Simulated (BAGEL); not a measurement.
# B3LYP/cc-pVDZ (density fitting with qzvpp-jkfit) run of Si2H4ClF (SMILES F[SiH2][SiH2]Cl)

What is the energy change on altering one bond length of Si2H4ClF at B3LYP/cc-pVDZ (density fitting with qzvpp-jkfit)? 

Program for the calculation: BAGEL 1.2.2.

17 further runs of the same task are left out: 1 that didn't finish, 16 set aside as unsound or not needed.

**1. Starting point**

Si2H4ClF has 8 atoms, charge 0, and is taken as a singlet. SMILES: `F[SiH2][SiH2]Cl`. The shape is that of a PBE0-D4/def2-TZVP optimisation. This is one conformer, not always the lowest.

Bond lengths: F1–Si2 1.604 Å, Si2–Si3 2.345 Å, Si3–Cl4 2.060 Å, Si2–H5 1.485 Å, Si2–H6 1.487 Å, Si3–H7 1.486 Å, Si3–H8 1.484 Å. Some angles: F1–Si2–Si3 109.5°, Si2–Si3–Cl4 109.3°, F1–Si2–H5 108.3°, F1–Si2–H6 108.0°, Si3–Si2–H5 110.8°, Si3–Si2–H6 110.4°, Si2–Si3–H7 109.8°, Si2–Si3–H8 112.0°, Cl4–Si3–H7 108.3°, Cl4–Si3–H8 108.2°.

**2. A single-point energy at B3LYP/cc-pVDZ (density fitting with qzvpp-jkfit)**

input.json reads:

```json
{ "bagel": [

{
  "title": "molecule",
  "basis": "cc-pvdz.json",
  "df_basis": "qzvpp-jkfit",
  "angstrom": true,
  "geometry": [
    { "atom": "F", "xyz": [      -1.769500,       1.438200,       0.046900 ] },
    { "atom": "Si", "xyz": [      -0.188800,       1.181000,       0.127500 ] },
    { "atom": "Si", "xyz": [       0.236500,      -1.123800,       0.039500 ] },
    { "atom": "Cl", "xyz": [      -0.336000,      -1.852100,      -1.800600 ] },
    { "atom": "H", "xyz": [       0.454900,       1.880200,      -1.013000 ] },
    { "atom": "H", "xyz": [       0.306000,       1.751900,       1.408000 ] },
    { "atom": "H", "xyz": [       1.691600,      -1.373700,       0.207100 ] },
    { "atom": "H", "xyz": [      -0.509700,      -1.867300,       1.084900 ] }
  ]
},

{ "title": "ks", "xc_func": "b3lyp" },

{ "title": "print", "file": "orbitals.molden", "orbitals": true }

]}
```

The basis set cc-pVDZ is read from a file made from the Basis Set Exchange's data (not shown).

Command:

```
BAGEL_NUM_THREADS=1 BAGEL input.json > input.out
```

Output:

```text
* using 1 threads per process

  ===============================================================
  ===============================================================

  *** Geometry ***

  { "atom" : "F", "xyz" : [     -3.343870,      2.717804,      0.088628 ] },
  { "atom" : "Si", "xyz" : [     -0.356780,      2.231767,      0.240940 ] },
  { "atom" : "Si", "xyz" : [      0.446920,     -2.123674,      0.074644 ] },
  { "atom" : "Cl", "xyz" : [     -0.634948,     -3.499962,     -3.402641 ] },
  { "atom" : "H", "xyz" : [      0.859636,      3.553063,     -1.914293 ] },
  { "atom" : "H", "xyz" : [      0.578256,      3.310611,      2.660734 ] },
  { "atom" : "H", "xyz" : [      3.196661,     -2.595917,      0.391362 ] },
  { "atom" : "H", "xyz" : [     -0.963193,     -3.528686,      2.050164 ] },

  Number of auxiliary basis functions:      533

  Since a DF basis is specified, we compute 2- and 3-index integrals:
    o Being stored without compression. Storage requirement is 0.033 GB

  Number of basis functions:       88
  Number of electrons      :       58

    * METHOD: MOLECULE                             0.21

  *** Kohn-Sham DFT ***

    * Removing 14062 points whose weight is below 1.00e-10
    * Grid points: 105186

  === Nuclear Repulsion ===
   269.2728270419

       - DIIS with orbital gradients will be used.

  === KS iteration (b3lyp / cc-pvdz.json) ===
      0      -1119.37198658          0.08744677           0.41
      1      -1100.89642475          0.13819231           0.55
      2      -1108.98014426          0.11155784           0.39
      3      -1118.67569435          0.12685446           0.39
      4      -1139.41490613          0.04283342           0.38
      5      -1137.36813559          0.06740937           0.42
      6      -1141.44234275          0.01175980           0.40
      7      -1141.55617571          0.00398412           0.38
      8      -1141.57028846          0.00173920           0.37
      9      -1141.57291804          0.00076110           0.40
     10      -1141.57342110          0.00013158           0.39
     11      -1141.57343311          0.00002245           0.39
     12      -1141.57343340          0.00000639           0.39
     13      -1141.57343344          0.00000197           0.42
     14      -1141.57343345          0.00000069           0.41
     15      -1141.57343345          0.00000015           0.38
     16      -1141.57343345          0.00000004           0.41
     17      -1141.57343345          0.00000002           0.40
     18      -1141.57343345          0.00000000           0.39
    * SCF iteration converged.

    * Permanent dipole moment:
           (   -0.590026,    -0.127068,    -0.472068) a.u.

    * METHOD: KS                                   8.22

    * METHOD: PRINT                                0.01

  ===============================================================
```

It took 9 s on 1 thread of Intel Xeon 6975P-C (Granite Rapids), shared host; peak memory 0.47 GiB.

**3. The distorted shape, same level**

input.json reads:

```json
{ "bagel": [

{
  "title": "molecule",
  "basis": "cc-pvdz.json",
  "df_basis": "qzvpp-jkfit",
  "angstrom": true,
  "geometry": [
    { "atom": "F", "xyz": [      -1.962631,       1.228417,       0.389088 ] },
    { "atom": "Si", "xyz": [      -0.381931,       0.971217,       0.469688 ] },
    { "atom": "Si", "xyz": [       0.043369,      -1.333583,       0.381688 ] },
    { "atom": "Cl", "xyz": [      -0.529131,      -2.061883,      -1.458412 ] },
    { "atom": "H", "xyz": [       0.454900,       1.880200,      -1.013000 ] },
    { "atom": "H", "xyz": [       0.112869,       1.542117,       1.750188 ] },
    { "atom": "H", "xyz": [       1.498469,      -1.583483,       0.549288 ] },
    { "atom": "H", "xyz": [      -0.702831,      -2.077083,       1.427088 ] }
  ]
},

{ "title": "ks", "xc_func": "b3lyp" },

{ "title": "print", "file": "orbitals.molden", "orbitals": true }

]}
```

The basis set cc-pVDZ is read from a file made from the Basis Set Exchange's data (not shown).

Command:

```
BAGEL_NUM_THREADS=1 BAGEL input.json > input.out
```

Output:

```text
* using 1 threads per process

  ===============================================================
  ===============================================================

  *** Geometry ***

  { "atom" : "F", "xyz" : [     -3.708835,      2.321372,      0.735270 ] },
  { "atom" : "Si", "xyz" : [     -0.721745,      1.835334,      0.887582 ] },
  { "atom" : "Si", "xyz" : [      0.081956,     -2.520107,      0.721286 ] },
  { "atom" : "Cl", "xyz" : [     -0.999913,     -3.896394,     -2.755999 ] },
  { "atom" : "H", "xyz" : [      0.859636,      3.553063,     -1.914293 ] },
  { "atom" : "H", "xyz" : [      0.213291,      2.914179,      3.307376 ] },
  { "atom" : "H", "xyz" : [      2.831696,     -2.992349,      1.038004 ] },
  { "atom" : "H", "xyz" : [     -1.328158,     -3.925118,      2.696805 ] },

  Number of auxiliary basis functions:      533

  Since a DF basis is specified, we compute 2- and 3-index integrals:
    o Being stored without compression. Storage requirement is 0.033 GB

  Number of basis functions:       88
  Number of electrons      :       58

    * METHOD: MOLECULE                             0.23

  *** Kohn-Sham DFT ***

    * Removing 13744 points whose weight is below 1.00e-10
    * Grid points: 105504

  === Nuclear Repulsion ===
   267.4999941800

       - DIIS with orbital gradients will be used.

  === KS iteration (b3lyp / cc-pvdz.json) ===
      0      -1119.49655027          0.08641343           0.48
      1      -1101.19598969          0.13592249           0.47
      2      -1109.32318835          0.10855521           0.41
      3      -1118.01957534          0.13116940           0.40
      4      -1140.92874082          0.02460565           0.41
      5      -1141.20113226          0.01829262           0.40
      6      -1141.52760653          0.00340931           0.41
      7      -1141.53378825          0.00216468           0.39
      8      -1141.53909087          0.00041938           0.39
      9      -1141.53922564          0.00009966           0.40
     10      -1141.53923417          0.00002497           0.41
     11      -1141.53923487          0.00000666           0.40
     12      -1141.53923492          0.00000144           0.40
     13      -1141.53923492          0.00000040           0.41
     14      -1141.53923492          0.00000014           0.40
     15      -1141.53923492          0.00000004           0.40
     16      -1141.53923492          0.00000001           0.39
    * SCF iteration converged.

    * Permanent dipole moment:
           (   -0.485217,     0.059718,    -0.663112) a.u.

    * METHOD: KS                                   7.56

    * METHOD: PRINT                                0.01

  ===============================================================
```

Run time: 8.1 s. Hardware: 1 thread of Intel Xeon 6975P-C (Granite Rapids), shared host; peak memory 0.47 GiB.

**4. What came out**

At B3LYP/cc-pVDZ (density fitting with qzvpp-jkfit):

| quantity | value |
| --- | --- |
| first shape: total energy | -1141.57343 Eh |
| first shape: dipole moment | 1.95 D |
| first shape: HOMO energy | -7.94 eV |
| first shape: LUMO energy | -0.86 eV |
| first shape: HOMO–LUMO gap | 7.08 eV |
| distorted shape: total energy | -1141.53923 Eh |
| distorted shape: dipole moment | 2.09 D |
| distorted shape: HOMO energy | -7.96 eV |
| distorted shape: LUMO energy | -1.11 eV |
| distorted shape: HOMO–LUMO gap | 6.85 eV |
| energy change with the Si2–H5 bond stretched from 1.485 to 1.930 Å | 0.931 eV |

In words: With the Si2–H5 bond stretched from 1.485 to 1.930 Å the energy rises by 0.93 eV (21.5 kcal/mol). The first shape isn't relaxed at this level, so the change isn't measured from a minimum.
